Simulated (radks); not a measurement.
# K⁴⁺ in [Ne] 3s2 3p3: an all-electron calculation

One table from this session's results is given with a row withheld; the runs are named, their logs left out.

Method: scalar-relativistic Kohn-Sham, exchange-only LDA, spin-polarised, spherical densities, finite nucleus; open shells are filled with parallel spins first. Code: radks (a radial shooting solver on a logarithmic mesh, Libxc functionals) version 1.

### Starting point

- element: potassium (Z = 19)
- charge: +4
- electrons: 15
- configuration: [Ne] 3s2 3p3
- nuclear rms radius: 3.4349 fm

Outer shells as boxes (Hund's rule):

K⁴⁺
```
[Ne] core
3s [↑↓]
3p [↑ ][↑ ][↑ ]
```

The first run:

Settings of this run:

```text
Z 19
configuration [Ne] 3s2 3p3
relativity scalar-relativistic
functional lda,
spin polarised
nucleus finite rms 3.4349 fm
c 137.035999084
```

One table of the session follows, with a row left open; its other results are not shown here.

It belongs to the step «Shells». Sizes of the orbitals, from the radial functions (bohr):

```
  level      <r>  outermost maximum (interpolated)  90 % within  nodes
  1s up  0.08125                            0.0532        0.145      0
1s down  0.08123                            0.0531        0.145      0
  2s up   0.3885                             0.319        0.606      1
2s down   0.3878                             0.319        0.604      1
  2p up   0.3503                             0.262        0.579      0
2p down   0.3496                             0.262        0.578      0
  3s up        ?                                 ?            ?      ?
3s down    1.179                              1.04         1.75      2
  3p up    1.238                              1.08         1.87      1
3p down    1.256                              1.08         1.91      1
```

**Question.** Estimate the row for 3s up.

The run gave: <r>: 1.169; outermost maximum (interpolated): 1.04; 90 % within: 1.73; nodes: 2. In the column «<r>» it lies between 2s up (0.3885) and 3s down (1.179).

To keep in mind: Open shells are spherical and high-spin; term and fine-structure splittings are not resolved.
